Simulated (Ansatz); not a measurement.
# Cu2NiS4: two electronic states of one cell

An SCF can end in more than one state. Here Cu2NiS4, a structure type of another compound, with these elements put in, is run from each state found earlier: which lies lowest, and what else changes?

Method: DFT, r2SCAN, with U_eff = 6.41 eV on Ni d, plane waves, PAW, in Ansatz 0.2.0.

### 1 The system as given

The structure is monoclinic, space group C2/m (No. 12). The conventional cell has a = 12.481 Å, b = 3.221 Å, c = 5.797 Å, α = 90.00°, β = 115.50°, γ = 90.00°. Ni (site symmetry 2/m) has 6 S at 2.32 to 2.40 Å as nearest neighbours. S (site symmetry m) has 2 Ni at 2.40 Å and 3 Cu at 2.46 to 2.52 Å as nearest neighbours. Around S (site symmetry m) lie 1 Ni at 2.32 Å and 3 Cu at 2.33 to 2.35 Å. Around Cu (site symmetry m) lie 6 S at 2.33 to 2.52 Å.

Coordinates:

```
Ni S Cu
1.0
     0.00000    3.22143    0.00000
     3.63203   -1.61072    5.07458
     2.80248    0.00000   -5.07458
Ni S Cu
1 4 2
Direct
  0.00000 0.00000 0.00000
  0.36220 0.72440 0.02280
  0.63780 0.27560 0.97720
  0.10450 0.20900 0.44110
  0.89550 0.79100 0.55890
  0.25690 0.51380 0.30950
  0.74310 0.48620 0.69050
```

The states: A, no atom with a moment over 0.3 μB (no spin polarisation); B, Ni1 down (collinear spin). Each run reads its own saved solution as saved_state.

### 2 State A: the run

The input, input.yaml:

```yaml
crystal:
  lattice:
    - [0.0, 3.22143096, 0.0]
    - [3.63202851, -1.61071598, 5.07458455]
    - [2.80247834, 0.0, -5.07458455]
  atoms:
    - { symbol: Ni, position: [0.0, 0.0, 0.0] }
    - { symbol: S, position: [0.3622, 0.7244, 0.0228] }
    - { symbol: S, position: [0.6378, 0.2756, 0.9772] }
    - { symbol: S, position: [0.1045, 0.209, 0.4411] }
    - { symbol: S, position: [0.8955, 0.791, 0.5589] }
    - { symbol: Cu, position: [0.2569, 0.5138, 0.3095] }
    - { symbol: Cu, position: [0.7431, 0.4862, 0.6905] }
kpoints:
  mp_grid: { grid: [6, 6, 4], shift: [0, 0, 0] }
magnetization:
  spin_polarized: false
scf:
  occupations: { method: gaussian, width: 0.0111 }
  lower_state_search: "off"
  max_iter: 200
hamiltonian:
  pseudopotentials: { kind: paw }
  xc: r2scan
  hubbard:
    projectors: all-electron-ortho-atomic
    sites: [{ species: Ni, l: d, u_eff: 6.41 }]
basis:
  ecutwfc: 500
  fft_grid_basis: typed
output:
  forces: true
  stress: true
  eigenvalues: true
  bader: true
  populations: true
  elf: true
  write_potential: true
  volumetric_format: npy
  dos:
    e_range: [-12, 8]
    de: 0.05
    projected: { site_lists: { Cu: [Cu], Ni: [Ni], S: [S] } }
checkpoint:
  read: saved_state
```

The run is started by

```sh
> ansatz run input.yaml --threads 1 --pin off --max-ram 2560MiB --backend cpu --events-out ev --progress --plain --runs-dir out
```

Log, cut to the lines that bear on the results:

```text
Warning: crystal.lattice misses the space group found at crystal.symmetry.tolerance 1.0e-5 in a digit that the deck types, which is why this is a warning: making the lattice exact moves one of its numbers by a whole unit of that number's last typed decimal, or more. The operation that it [...]
Warning: RAYON_NUM_THREADS=1 ignored (pool sized by the plan → 1); use --threads N
Ni: projections on atomic orbitals take those of the free atom [Ne] 3s2 3p6 3d8 4s2, of charge +0.00 (hamiltonian.pseudopotentials.projection_atoms); the dataset's partial waves leave at most 1.6e-6 of an orbital's norm unspanned inside its sphere
S: projections on atomic orbitals take those of the free atom [Ne] 3s2 3p4, of charge +0.00 (hamiltonian.pseudopotentials.projection_atoms); the dataset's partial waves leave at most 1.6e-7 of an orbital's norm unspanned inside its sphere
Cu: projections on atomic orbitals take those of the free atom [Ne] 3s2 3p6 3d10 4s1, of charge +0.00 (hamiltonian.pseudopotentials.projection_atoms); the dataset's partial waves leave at most 2.0e-6 of an orbital's norm unspanned inside its sphere
[...]
Pseudopotentials: kind: paw
Pseudopotential: Ni, paw, valence charge 18, recommended cutoff 500 eV (meta_gga), Ni.paw.azcp
Pseudopotential: S, paw, valence charge 6, recommended cutoff 500 eV (meta_gga), S.paw.azcp
Pseudopotential: Cu, paw, valence charge 19, recommended cutoff 500 eV (meta_gga), Cu.paw.azcp
Functional definition: r2SCAN
[...]
Crystal: 7 atoms, lattice volume = 105.188 Å³
[...]
SCF iter  10: F=-22728.434636 eV  HF=-22728.434637 eV  |F-HF|=8.68e-8  |Δ(HF+E_count)|=   5.86e-9  Δρ=1.03e-5  dr2=8.64e-8  dr2_τ=3.69e-10  ethr=1.25e-10  ⟨swp⟩=7.1  Hψ=15285  notcnv=0
[...]
SCF converged after 10 iterations
Free energy (F): -22728.434636 eV
[...]
E sigma→0 (E₀):  -22728.434489 eV
Entropy (-TS):   -0.000295 eV (-0.042 meV/atom)
Fermi energy:    10.446023 eV
[...]
--- Forces (eV/Å), atoms counted from 1 ---
  atom   1  Ni     0.00000000     0.00000000     0.00000000
  atom   2  S      0.06832391    -0.00000002     0.68926358
  atom   3  S     -0.06832391     0.00000002    -0.68926358
  atom   4  S     -0.13916824    -0.00000000     0.28511447
  atom   5  S      0.13916824     0.00000000    -0.28511447
  atom   6  Cu     0.00318341    -0.00000001     0.67482375
  atom   7  Cu    -0.00318341     0.00000001    -0.67482375
[...]
--- Stress (GPa, compression-positive) ---
       -4.185489       0.000000      -2.022475
        0.000000       4.026928       0.000000
       -2.022474       0.000000      -0.643640
  P = ⅓ Tr σ = -0.2674 GPa (-2.674 kbar)
--- Band table (eV; the first three rows and the last of 47) ---
[...]
Occupation matrices written to <dir>
--- Löwdin populations: 7 sites ---
  site symbol       q [e]
     0     Ni     17.3676
     1      S      6.4359
     2      S      6.4359
     3      S      6.4120
     4      S      6.4120
     5     Cu     18.1868
     6     Cu     18.1868
  spilling = 0.007036 (of n_electrons = 80.000000)
--- Bader charges: 7 sites ---
  site symbol  charge [e]  shift [e]
     0     Ni      0.6275     0.0022
     1      S     -0.5241     0.0028
     2      S     -0.5241     0.0028
     3      S     -0.5009     0.0005
     4      S     -0.5009     0.0005
     5     Cu      0.7112     0.0022
     6     Cu      0.7112     0.0022
  estimated error of the sums over rays = 4.0e-4 e
```

Wall time 70 s (1 thread, shared host); peak memory 0.97 GiB.

### 3 State A: levels and charges

States per cell by energy window, from dos.tsv and pdos.tsv (tetrahedra; eV from the Fermi level):

```csv
from,to,total,Cu d,Ni d,S p
-8.0,-7.0,0.08,0.01,0.00,0.05
-7.0,-6.0,3.71,0.35,0.43,2.39
-6.0,-5.0,4.59,0.71,1.03,2.50
-5.0,-4.0,10.50,3.37,3.13,3.64
-4.0,-3.0,11.93,6.94,2.19,2.51
-3.0,-2.0,7.80,4.75,1.09,1.69
-2.0,-1.0,4.97,1.75,0.44,2.46
-1.0,0.0,4.18,0.99,0.40,2.54
0.0,1.0,4.70,0.72,0.70,3.06
1.0,2.0,1.54,0.12,0.38,0.99
2.0,3.0,0.00,0.00,0.00,0.00
3.0,4.0,0.01,0.00,0.00,0.00
4.0,5.0,1.27,0.01,0.01,0.21
```

By element, from the tables in the log (a charge is positive for electrons lost): Löwdin charges also hold the electrons that the projection spills.

```csv
element,atoms,Bader charge (e),Bader volume (Å³),Löwdin charge (e)
Ni,1,+0.63,10.0,+0.63
S,4,-0.52 to -0.50,18.6 to 19.1,-0.44 to -0.41
Cu,2,+0.71,9.9,+0.81
```

The Löwdin projection spills 0.7 % of the electrons and depends on the orbitals chosen; where it disagrees with Bader's partition, neither is an observable.

Eigenvalues of the corrected shells' occupation matrices:

```csv
atom,shell,spin,eigenvalues
Ni1,d,each,0.67 0.77 0.98 0.98 0.99
```

### 4 Run from state B

input.yaml, as its differences from that of step 2:

```diff
@@ -6,3 +6,3 @@
   atoms:
-    - { symbol: Ni, position: [0.0, 0.0, 0.0] }
+    - { symbol: Ni, position: [0.0, 0.0, 0.0], spin: -0.62 }
     - { symbol: S, position: [0.3622, 0.7244, 0.0228] }
@@ -11,8 +11,23 @@
     - { symbol: S, position: [0.8955, 0.791, 0.5589] }
-    - { symbol: Cu, position: [0.2569, 0.5138, 0.3095] }
-    - { symbol: Cu, position: [0.7431, 0.4862, 0.6905] }
+    - { symbol: Cu, position: [0.2569, 0.5138, 0.3095], spin: -2.8 }
+    - { symbol: Cu, position: [0.7431, 0.4862, 0.6905], spin: -2.8 }
+  symmetry: { detect: false, time_reversal: true }
 kpoints:
   mp_grid: { grid: [6, 6, 4], shift: [0, 0, 0] }
+  band_path:
+    path:
+      - [0.0, 0.0, 0.0]
+      - [-0.54088687, 0.27044343, 0.0]
+      - [-0.45911313, -0.27044343, 0.0]
+      - [0.0, -0.5, 0.0]
+      - [0.0, 0.0, 0.0]
+      - [0.0, -0.5, 0.5]
+      - [-0.49700716, -0.25149642, 0.5]
+      - [-0.50299284, 0.25149642, 0.5]
+      - [0.0, 0.0, 0.5]
+      - [0.0, 0.0, 0.0]
+      - [-0.5, 0.0, 0.5]
+    npoints: 6
 magnetization:
-  spin_polarized: false
+  spin_polarized: true
 scf:
```

The run is started by

```sh
> ansatz run input.yaml --threads 1 --pin off --max-ram 2560MiB --backend cpu --events-out ev --progress --plain --runs-dir out
```

Log, cut to the lines that bear on the results:

```text
Warning: RAYON_NUM_THREADS=1 ignored (pool sized by the plan → 1); use --threads N
Ni: projections on atomic orbitals take those of the free atom [Ne] 3s2 3p6 3d8 4s2, of charge +0.00 (hamiltonian.pseudopotentials.projection_atoms); the dataset's partial waves leave at most 1.6e-6 of an orbital's norm unspanned inside its sphere
S: projections on atomic orbitals take those of the free atom [Ne] 3s2 3p4, of charge +0.00 (hamiltonian.pseudopotentials.projection_atoms); the dataset's partial waves leave at most 1.6e-7 of an orbital's norm unspanned inside its sphere
Cu: projections on atomic orbitals take those of the free atom [Ne] 3s2 3p6 3d10 4s1, of charge +0.00 (hamiltonian.pseudopotentials.projection_atoms); the dataset's partial waves leave at most 2.0e-6 of an orbital's norm unspanned inside its sphere
[...]
[... 3 set-up lines as earlier in the session ...]
[...]
WARN: the starting moments were not kept: 2 of 3 ended reversed and 1 kept their direction, counting a site from 0.1 of the cell's largest site moment. The largest reversed, site 6 (counted from 0, in the order of the report's site_moments_mub), started with -2.8 μB and closes at +2.9e-1 [...]
  atom   7  Cu    -0.02923534    -0.00001090    -0.88351822
[...]
--- Stress (GPa, compression-positive) ---
        3.079280      -0.000086      -2.006120
        0.000117       8.051216      -0.000407
       -2.005824       0.000099       4.309628
  P = ⅓ Tr σ = 5.1467 GPa (51.467 kbar)
--- Band table (eV; the first three rows and the last of 152) ---
[...]
Occupation matrices written to <dir>
--- Löwdin populations: 7 sites ---
  site symbol       q [e]    m [muB]
     0     Ni     17.0183    -1.4563
     1      S      6.5714     0.3540
     2      S      6.5714     0.3540
     3      S      6.4726     0.2462
     4      S      6.4726     0.2462
     5     Cu     18.1621     0.2326
     6     Cu     18.1620     0.2326
  spilling = 0.007119 (of n_electrons = 80.000000)
--- Bader charges: 7 sites ---
  site symbol  charge [e]  shift [e]    m [muB]
     0     Ni      0.9201     0.0005    -1.4717
     1      S     -0.6463     0.0021     0.3307
     2      S     -0.6463     0.0021     0.3307
     3      S     -0.5492     0.0002     0.2306
     4      S     -0.5492     0.0002     0.2306
     5     Cu      0.7354     0.0021     0.2738
     6     Cu      0.7354     0.0021     0.2738
  estimated error of the sums over rays = 3.8e-4 e
```

Wall time 4.6 min (1 thread of an x86-64 CPU, shared host); peak memory 1.5 GiB.

### 5 State B: levels and charges

States per cell by energy window, from dos.tsv and pdos.tsv (tetrahedra; eV from the Fermi level):

```csv
from,to,total,up,down,Cu d,Ni d,S p
-8.0,-7.0,3.50,0.26,3.23,0.07,2.56,0.65
-7.0,-6.0,4.88,2.81,2.07,0.24,2.92,1.42
-6.0,-5.0,5.11,2.86,2.25,0.80,1.43,2.37
-5.0,-4.0,7.52,4.79,2.73,3.47,0.52,3.15
-4.0,-3.0,10.60,5.00,5.59,7.36,0.23,2.69
-3.0,-2.0,7.11,3.26,3.84,4.37,0.22,2.21
-2.0,-1.0,4.88,2.78,2.11,1.53,0.25,2.82
-1.0,0.0,4.28,2.21,2.06,1.01,0.11,2.91
0.0,1.0,3.81,1.03,2.78,0.79,0.06,2.81
1.0,2.0,0.31,0.00,0.31,0.06,0.00,0.25
2.0,3.0,1.73,1.73,0.00,0.01,1.19,0.36
3.0,4.0,0.29,0.28,0.01,0.00,0.19,0.06
4.0,5.0,1.31,0.68,0.63,0.01,0.02,0.22
```

By element, from the tables in the log (a charge is positive for electrons lost): Löwdin charges also hold the electrons that the projection spills.

```csv
element,atoms,Bader charge (e),Bader volume (Å³),Löwdin charge (e),"Bader moment, size (μB)"
Ni,1,+0.92,9.6,+0.98,1.47
S,4,-0.65 to -0.55,18.9 to 19.1,-0.57 to -0.47,0.23 to 0.33
Cu,2,+0.74,9.8,+0.84,0.27
```

The Löwdin projection spills 0.7 % of the electrons and depends on the orbitals chosen; where it disagrees with Bader's partition, neither is an observable.

Occupation eigenvalues of the Hubbard shells:

```csv
atom,shell,spin,eigenvalues
Ni1,d,up,0.22 0.27 0.99 0.99 0.99
Ni1,d,down,0.97 0.98 0.99 0.99 1.00
```

The main site moments: Ni1 down.

### 6 Comparison

```csv
state,free energy (meV/atom),largest site moment (μB),size of the net moment (μB/cell),gap (eV),pressure (GPa),largest force (eV/Å),SCF cycles
A,136.3,–,–,metal,-0.3,0.69,10
B,0.0,1.47,0.20,metal,5.1,0.88,17
```

State B wins by 136.3 meV per atom over A. At the same volume their pressures differ by 5.4 GPa, the state with the larger moments having the higher pressure, so it wants the larger volume. Not all runs allow spin: where it is off, the gap in energy is mostly the cost of forbidding moments, not two ends of one search.

Limits of this run: the k mesh is coarse for a cell without a gap.
